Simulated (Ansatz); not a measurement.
# HfGe3: the cost of one run

Program: Ansatz 0.2.0. Level of theory: DFT PBE, scalar-relativistic, plane waves, PAW. These are calculated values, not measurements.

1 further run of the same task is left out (it didn't finish).

### 1 The system as given

The structure is cubic, space group Pm-3m (No. 221). Conventional cell: a = 4.144 Å, b = 4.144 Å, c = 4.144 Å, α = 90.00°, β = 90.00°, γ = 90.00°. Hf (site symmetry m-3m) has 12 Ge at 2.93 Å as nearest neighbours. Ge (site symmetry 4/mmm) has 4 Hf at 2.93 Å and 8 Ge at 2.93 Å as nearest neighbours.

Structure file:

```cif
data_structure
_symmetry_space_group_name_H-M 'Pm-3m'
_symmetry_Int_Tables_number 221
_cell_length_a 4.1435
_cell_length_b 4.1435
_cell_length_c 4.1435
_cell_angle_alpha 90.000
_cell_angle_beta 90.000
_cell_angle_gamma 90.000
_cell_volume 71.14
loop_
_atom_site_label
_atom_site_type_symbol
_atom_site_symmetry_multiplicity
_atom_site_Wyckoff_symbol
_atom_site_fract_x
_atom_site_fract_y
_atom_site_fract_z
_atom_site_occupancy
Hf1 Hf 1 a 0.00000 0.00000 0.00000 1
Ge1 Ge 3 c 0.00000 0.50000 0.50000 1
```

This is candidate A: Cu3Au (L1_2) type (Pm-3m, No. 221).

(A quick probe on a coarse mesh, which set the mesh and smearing, is not shown.)

### 3 The relaxation (candidate A)

The input, input.yaml:

```yaml
crystal:
  lattice:
    - [4.1435409588, 0.0, 0.0]
    - [0.0, 4.1435409588, 0.0]
    - [0.0, 0.0, 4.1435409588]
  atoms:
    - { symbol: Hf, position: [0.0, 0.0, 0.0] }
    - { symbol: Ge, position: [0.0, 0.5, 0.5] }
    - { symbol: Ge, position: [0.5, 0.0, 0.5] }
    - { symbol: Ge, position: [0.5, 0.5, 0.0] }
basis:
  ecutwfc: 420
kpoints:
  mp_grid: { grid: [12, 12, 12] }
hamiltonian:
  xc: pbe
scf:
  occupations: { method: gaussian, width: 0.1 }
output:
  forces: true
  stress: true
  eigenvalues: true
relax:
  adjacent_minimum: "off"
  f_tol: 0.01
  max_steps: 80
  cell: { stress_tol: 0.05 }
```

On the command line:

```console
ansatz run input.yaml --threads 1 --pin off --max-ram 2560MiB --backend cpu --events-out ev --progress --plain --runs-dir out
```

Q: Estimate wall time and peak memory on 1 thread of Intel Xeon Platinum 8259CL at 2.50GHz (Skylake/Cascade Lake), shared host.

About 92 s, with a peak of 0.55 GiB.
